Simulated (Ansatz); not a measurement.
# GeH3O2 (SMILES [O][GeH2][OH]): RPA@PBE/cc-pVDZ

What is the vertical doublet–quartet gap of GeH3O2 at RPA@PBE/cc-pVDZ? 

The calculation is run with Ansatz 0.2.0.

55 further runs of the same task are left out: 55 set aside as unsound or not needed. Runs told in other sessions of the task aren't counted.

## 1. The system as given

GeH3O2 has 6 atoms, charge 0, and is taken as a doublet. SMILES: `[O][GeH2][OH]`. The coordinates come from a PBE0-D4/def2-TZVP relaxation. This is one conformer, not always the lowest.

Bond lengths: O1–Ge2 1.790 Å, Ge2–O3 1.768 Å, Ge2–H4 1.539 Å, Ge2–H5 1.528 Å, O3–H6 0.960 Å. Angles: O1–Ge2–O3 111.6°, O1–Ge2–H4 102.2°, O1–Ge2–H5 109.7°, O3–Ge2–H4 112.1°, O3–Ge2–H5 104.9°, Ge2–O3–H6 113.3°, H4–Ge2–H5 116.5°.

## 2. A single-point energy at RPA@PBE/cc-pVDZ

Contents of run.yaml:

```yaml
crystal:
  periodic: [false, false, false]
  atoms:
    - {symbol: O, position_ang: [-1.694000, -0.455900, 0.556900]}
    - {symbol: Ge, position_ang: [-0.249900, 0.168600, -0.295800]}
    - {symbol: O, position_ang: [1.186300, 0.124100, 0.735000]}
    - {symbol: H, position_ang: [-0.134800, -0.795800, -1.489800]}
    - {symbol: H, position_ang: [-0.447300, 1.647000, -0.628900]}
    - {symbol: H, position_ang: [1.381600, -0.751900, 1.076400]}
basis:
  gaussian: {orbitals: cc-pVDZ}
hamiltonian: {xc: pbe}
accuracy: high
magnetization: {spin_polarized: true, initial_magnetization: 1}
correlation: {method: rpa, frozen_orbitals: {Ge: 9, H: 0, O: 1}}
```

Launch:

```
$ ansatz run run.yaml --threads 1 --pin off --max-ram 2610MiB --events-out events.jsonl --progress --plain --runs-dir runs
```

Log:

```text
Warning: RAYON_NUM_THREADS=1 ignored (pool sized by the plan → 1); use --threads N
Functional definition: PBE
  name "PBE"
  parameter kappa = 0.804
  parameter beta = 0.06672455060314922
  exchange = pbe_x(kappa = kappa, mu = beta*pi^2/3)
  correlation = pbe_c(beta = beta)
1529 factors; integrals over basis functions are off by at most 4.5e-9 eV
mean field evaluation 1: about -60636.7004 eV, gradient 4.9e1 eV
mean field evaluation 2: about -60636.6978 eV, gradient 4.9e1 eV
mean field evaluation 4: about -60644.0680 eV, gradient 1.7e1 eV
mean field evaluation 8: about -60645.8816 eV, gradient 5.0e-1 eV
mean field evaluation 16: about -60645.8825 eV, gradient 5.6e-3 eV
mean field evaluation 32: about -60645.8825 eV, gradient 1.6e-7 eV
mean field evaluation 64: about -60628.2214 eV, gradient 4.0e1 eV
mean field evaluation 96: about -60645.8822 eV, gradient 1.0e-1 eV
mean field -60645.88250975 eV, -2228.6950749777 hartree, gradient 3.5e-8 eV, S^2 0.752891; 5 other end points of the search recorded, 0 dependent functions left out
11 core orbitals not correlated: weight in the atoms' cores, before any rotation towards them, 1.000 or more for the frozen orbitals, at most 0.000 for the correlated occupied ones
reference -60592.68981648 eV, -2226.7402795553 hartree; 15, 14 occupied and 44, 45 virtual orbitals, 1529 factors
Total energy: -60613.01600921 eV, -2227.4872533605 hartree
```

It took 8.1 s on 1 thread of AMD EPYC 9R45 (Zen 5), shared host; peak memory 0.27 GiB.

## 3. The quartet

Contents of in.yaml:

```yaml
crystal:
  periodic: [false, false, false]
  atoms:
    - symbol: O
      position_ang: [-1.694000, -0.455900, 0.556900]
    - symbol: Ge
      position_ang: [-0.249900, 0.168600, -0.295800]
    - symbol: O
      position_ang: [1.186300, 0.124100, 0.735000]
    - symbol: H
      position_ang: [-0.134800, -0.795800, -1.489800]
    - symbol: H
      position_ang: [-0.447300, 1.647000, -0.628900]
    - symbol: H
      position_ang: [1.381600, -0.751900, 1.076400]
basis:
  gaussian: {orbitals: cc-pVDZ}
magnetization: {spin_polarized: true, initial_magnetization: 3}
hamiltonian: {xc: pbe}
correlation: {method: rpa, frozen_orbitals: {Ge: 9, H: 0, O: 1}}
accuracy: high
```

Launch:

```
$ ansatz run in.yaml --threads 1 --pin off --max-ram 2610MiB --events-out events.jsonl --progress --plain --runs-dir runs
```

Log, cut to the lines that bear on the results:

```text
Warning: RAYON_NUM_THREADS=1 ignored (pool sized by the plan → 1); use --threads N
[... 2 set-up lines as earlier in the session ...]
[...]
1529 factors; integrals over basis functions are off by at most 4.5e-9 eV
[...]
mean field -60639.50781429 eV, -2228.4608092403 hartree, gradient 2.1e-8 eV, S^2 3.755737; 11 other end points of the search recorded, 0 dependent functions left out
11 core orbitals not correlated: weight in the atoms' cores, before any rotation towards them, 1.000 or more for the frozen orbitals, at most 0.000 for the correlated occupied ones
reference -60583.81939688 eV, -2226.4142976478 hartree; 16, 13 occupied and 43, 46 virtual orbitals, 1529 factors
Total energy: -60606.35056638 eV, -2227.2423028546 hartree
```

Wall time 10 s (1 thread of AMD EPYC 9R45 (Zen 5), shared host); peak memory 0.29 GiB.

## 4. What came out

At RPA@PBE/cc-pVDZ, 11 core orbitals frozen:

| quantity | value |
| --- | --- |
| doublet: total energy | -2227.48725 Eh |
| doublet: RPA correlation energy (valence) | -747.0 mEh |
| doublet: ⟨S²⟩ of the reference determinant | 0.753 |
| quartet: total energy | -2227.24230 Eh |
| quartet: RPA correlation energy (valence) | -828.0 mEh |
| quartet: ⟨S²⟩ of the reference determinant | 3.756 |
| vertical energy of the quartet above the doublet | 6.665 eV |

In words: At this shape the quartet lies 6.67 eV (643 kJ/mol) above the doublet.
